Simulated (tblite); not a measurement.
# C5H12SeSi2: the cost of one run

Programs: tblite 0.8.0 and PySCF 2.14.0, with density-fitted response routines of our own. Each step states its level of theory. These are calculated values for one molecule in the gas phase, unless marked as measured. Atoms are numbered from 0 throughout.

## (1) The molecule as given

20 atoms, charge 0, multiplicity 1; geometry from: force field or distance geometry start.

Bonds of the start (Å): C0–C1 1.33, C1–Si2 1.83, Si2–Se3 2.30, Se3–Si4 2.29, Si4–C5 1.85, C5–C6 1.34, C5–C7 1.50, C0–H8 1.09, C0–H9 1.07, C1–H10 1.09, Si2–H11 1.47, Si2–H12 1.49, Si4–H13 1.48, Si4–H14 1.46, C6–H15 1.07, C6–H16 1.09, C7–H17 1.12, C7–H18 1.11, C7–H19 1.11.

## (2) Geometry optimisation with GFN2-xTB

Job settings and geometry (Å):

```
{"job": {"kind": "relax", "xc": "GFN2-xTB", "basis": "xTB"}, "charge": 0, "multiplicity": 1}
C      3.664000     1.202800     0.675800
C      3.283600    -0.069300     0.592500
Si     1.560200    -0.548200     0.194800
Se     1.013200     0.262300    -1.885800
Si    -1.057500    -0.697700    -1.744000
C     -2.031100     0.094600    -0.385400
C     -2.292900     1.408100    -0.435000
C     -2.493000    -0.726000     0.782700
H      2.947400     2.001400     0.497400
H      4.676900     1.460900     0.925100
H      4.013000    -0.859000     0.785700
H      1.421800    -2.012700     0.201000
H      0.637500     0.032000     1.204400
H     -1.759300    -0.493800    -3.027000
H     -0.917800    -2.130400    -1.503500
H     -1.956300     2.015800    -1.250800
H     -2.855400     1.888800     0.366700
H     -2.187000    -1.795600     0.670400
H     -2.070000    -0.329700     1.727900
H     -3.602400    -0.693600     0.844400
```

Started as:

```console
$ OMP_NUM_THREADS=1 python probes_run.py task.json out
```

The driver reads the jobs from task.json and runs them one after another.

**Question.** How long does this first job take on 1 thread of Arm Neoverse V2, shared host, and how much memory does it need?

About 2.7 s, with a peak of 0.18 GiB.
